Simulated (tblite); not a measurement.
# C7H13NSi: the cost of one run

The runs use tblite 0.8.0 and PySCF 2.14.0, with density-fitted response routines of our own; the level of theory stands in each step. All values are computed, except where a source is named. Atoms count from 0, in the outputs and in this text.

## 1. Starting geometry

22 atoms, charge 0, multiplicity 1; geometry from: force field or distance geometry start.

Bonds of the start (Å): C0–C1 1.22, C1–C2 1.47, C2–C3 1.57, C3–C4 1.50, C4–C5 1.47, C5–C6 1.35, C3–N7 1.41, N7–Si8 1.76, C0–H9 1.06, C2–H10 1.09, C2–H11 1.11, C3–H12 1.12, C4–H13 1.12, C4–H14 1.11, C5–H15 1.09, C6–H16 1.07, C6–H17 1.07, N7–H18 1.03, Si8–H19 1.45, Si8–H20 1.50, Si8–H21 1.51.

## 2. Geometry optimisation with GFN2-xTB

The job: settings as JSON, then the geometry in Å.

```
{"job": {"kind": "relax", "xc": "GFN2-xTB", "basis": "xTB"}, "charge": 0, "multiplicity": 1}
C      2.892400    -0.723600    -1.424600
C      2.495400    -0.168000    -0.414800
C      2.051400     0.503600     0.809400
C      0.479800     0.516200     0.710500
C      0.019000    -0.908100     0.671600
C     -1.442400    -1.069400     0.585500
C     -1.916900    -1.724700    -0.489800
N      0.110100     1.373500    -0.341400
Si    -1.602500     1.718500    -0.549400
H      3.217800    -1.216300    -2.305600
H      2.384000     1.541700     0.861500
H      2.250800    -0.102000     1.721100
H      0.160600     0.939000     1.702600
H      0.335100    -1.412600     1.625100
H      0.489800    -1.490700    -0.147100
H     -2.158100    -0.715100     1.326100
H     -1.179500    -2.069900    -1.184700
H     -2.954500    -1.913900    -0.653100
H      0.653300     1.287000    -1.218000
H     -2.309600     0.902800    -1.513000
H     -2.262100     1.586100     0.785900
H     -1.724100     3.165300    -0.959400
```

The run is started by

```
$ OMP_NUM_THREADS=1 python probes_run.py task.json out
```

One launch serves the whole session: the jobs run in the order shown.

Q: Estimate the wall time of this first job on 1 thread of Arm Neoverse N1, shared host.

About 2.7 s.
